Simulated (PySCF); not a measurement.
# [Tl(NH3)3]3+: other functionals and bases at one geometry

One table from this session's results is given with a row withheld; the runs are named, their logs left out.

Method: several levels, as the steps say, no spin–orbit coupling; program: PySCF 2.14.0.

1 further run of the same task is left out (for a known fault of the program).

## The system as given

13 atoms, charge 3, spin multiplicity 1.

Bond lengths: Tl1–N2 2.263 Å, Tl1–N6 2.263 Å, Tl1–N10 2.263 Å, N2–H3 1.037 Å, N2–H4 1.037 Å, N2–H5 1.036 Å, N6–H7 1.037 Å, N6–H8 1.037 Å, N6–H9 1.036 Å, N10–H11 1.037 Å, N10–H12 1.037 Å, N10–H13 1.036 Å. Angles: N2–Tl1–N6 120.0°, N2–Tl1–N10 120.0°, N6–Tl1–N10 120.0°, Tl1–N2–H3 111.7°, Tl1–N2–H4 111.7°, Tl1–N2–H5 112.1°, H3–N2–H4 107.1°, H3–N2–H5 107.0°, H4–N2–H5 107.0°, Tl1–N6–H7 111.7°, Tl1–N6–H8 111.7°, Tl1–N6–H9 112.1°, H7–N6–H8 107.1°, H7–N6–H9 107.0°, H8–N6–H9 107.0°, Tl1–N10–H11 111.7°, Tl1–N10–H12 111.7°, Tl1–N10–H13 112.1° and more.

Coordinates:

```xyz
13
H9N3Tl
Tl    0.00000    0.00000    0.00000
N     2.26309    0.00152    0.00000
H     2.64700   -0.48062    0.83426
H     2.64700   -0.48062   -0.83426
H     2.65235    0.96184    0.00000
N    -1.13286    1.95914    0.00000
H    -0.90727    2.53267    0.83426
H    -0.90727    2.53267   -0.83426
H    -2.15915    1.81608    0.00000
N    -1.13023   -1.96066    0.00000
H    -1.73972   -2.05206    0.83426
H    -1.73972   -2.05206   -0.83426
H    -0.49320   -2.77792    0.00000
```

Formal oxidation states: Tl +3. An earlier session relaxed this geometry at PBE0, Tl def2-SVP with ECP60, N def2-SVP, H def2-SVP (singlet, point group C3h).

At PBE0 on the finer grid: E = -340.650288 Eh, HOMO -25.42 eV, LUMO -18.73 eV, Mulliken charge on Tl1 +1.12 e, largest force component 0.002 eV/Å. 

Levels to run: wB97X; M06-L; PBE0, TZVP. Hardware: 2 threads of Arm Neoverse V2, shared host.

The first run:

run.py (the lines that set the calculation) reads:

```python
mol = gto.M(atom='''
Tl     0.00000     0.00000     0.00000
N      2.26309     0.00152     0.00000
H      2.64700    -0.48062     0.83426
H      2.64700    -0.48062    -0.83426
H      2.65235     0.96184     0.00000
N     -1.13286     1.95914     0.00000
H     -0.90727     2.53267     0.83426
H     -0.90727     2.53267    -0.83426
H     -2.15915     1.81608     0.00000
N     -1.13023    -1.96066     0.00000
H     -1.73972    -2.05206     0.83426
H     -1.73972    -2.05206    -0.83426
H     -0.49320    -2.77792     0.00000''',
    basis={'Tl': 'def2-SVP', 'N': 'def2-SVP', 'H': 'def2-SVP'},
    ecp={'Tl': 'def2-SVP'},
    charge=3, spin=0)
mf = dft.RKS(mol, xc='WB97X')
mf.grids.atom_grid = (75, 302)
mf = mf.density_fit()  # fitting sets: Tl def2-universal-JKFIT, N def2-universal-JKFIT, H def2-universal-JKFIT
mf.conv_tol = 1e-08; mf.max_cycle = 55
mf.kernel(dm0)  # dm0: the density of the relaxed state
```

Launch:

```console
> OMP_NUM_THREADS=2 python run.py
```

Among the steps run: wB97X; M06-L; PBE0, TZVP.

One table of the session follows, with a row left open; its other results are not shown here.

```
              level  HOMO (eV)  gap (eV)  charge on Tl1 (e)  largest force component (eV/Å)
PBE0 (relaxed here)     -25.42      6.69               1.12                            0.00
              wB97X     -27.76     11.17               1.13                            0.27
              M06-L     -24.34      4.88               1.21                            0.34
         PBE0, TZVP          ?         ?                  ?                               ?
```

Q: Estimate the row for PBE0, TZVP from the others.

**Answer.** HOMO (eV): -25.29; gap (eV): 6.62; charge on Tl1 (e): 1.25; largest force component (eV/Å): 0.30. In the column «HOMO (eV)» it lies between PBE0 (relaxed here) (-25.42) and M06-L (-24.34).

In one basis the HOMO–LUMO gap runs from 4.88 eV (M06-L) to 11.17 eV (wB97X). The largest leftover force, 0.34 eV/Å with M06-L, stands at a geometry relaxed at another level. Total energies of different levels can't be compared.
